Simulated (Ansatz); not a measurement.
# KCaF₃, space group Pm-3m: a comparison of functionals at one structure

Program: the Python package of Ansatz (0.2.0).

Notebook, run cell by cell (the value of a cell's last expression is shown):

```python
import ansatz
from ase import Atoms
import pandas as pd
```

```python
atoms = Atoms(
    ['K', 'Ca', 'F', 'F', 'F'],
    scaled_positions=[
        (0.5, 0.5, 0.5),
        (0.0, 0.0, 0.0),
        (0.0, 0.5, 0.0),
        (0.0, 0.0, 0.5),
        (0.5, 0.0, 0.0),
    ],
    cell=[
        (4.481726, 0.0, 0.0),
        (0.0, 4.481726, 0.0),
        (0.0, 0.0, 4.481726),
    ],
    pbc=True,
)
structure = ansatz.Crystal.from_ase(atoms)
```

```python
len(structure.resolved().sites)
```

    5

```python
job = structure.calculation()
job = job.occupations(ansatz.OccupationsMethod.FIXED)
job = job.kpoints(4).stress()
job = job.band_table()
```

```python
rows = []
for value in ['lda', 'blyp', 'pbesol']:
    data = job.functional(value).run().report
    rows.append((value, data['free_energy_ev'] / len(data['lattice']['sites']), data['n_iterations'], sum(data['stress_gpa'][i][i] for i in range(3)) / 3, data['gap_by_band_count_ev'], data['n_kpoints']))

table = pd.DataFrame(rows, columns=['functional', 'F/atom (eV)', 'iterations', 'P (GPa)', 'gap by band count (eV)', 'k-points'])
table.round(5)
```

    DeckWarning: basis.ecutwfc = 420 eV, auto-derived from the records' recommended cutoffs: set by K (normal level)
      functional  F/atom (eV)  iterations  P (GPa)  gap by band count (eV)  k-points
    0        lda  -1131.79085           6 -5.32418                 5.80777        10
    1       blyp  -1161.61035           6  0.85169                 6.19209        10
    2     pbesol  -1143.96657           6 -2.36130                 6.03758        10

From lowest to highest: LDA (-5.3 GPa), PBEsol (-2.4 GPa) and BLYP (0.9 GPa). At a fixed cell a lower pressure usually means a smaller equilibrium volume, so LDA prefers the smallest cell and BLYP the largest. Gaps by band count in the reports: LDA 5.81 eV, BLYP 6.19 eV and PBEsol 6.04 eV (Kohn-Sham values on this mesh, as a rule under measured gaps).

What to keep in mind:
- Semilocal gaps usually lie well under measured ones.
- Pressure is positive in compression.
- This cell is a computed structure, which may not be the phase found in nature.
- Gaps and levels are Kohn-Sham values on a finite set of k-points.
- Warnings are shown shortened and without file and line.
- Total energies of different functionals can't be compared; pressures, moments and gaps at this one structure can.
- Hardware and time: 5.7 s on 1 thread of Intel(R) Xeon(R) Processor @ 2.30GHz, with other jobs on the host, peak memory 0.55 GiB.
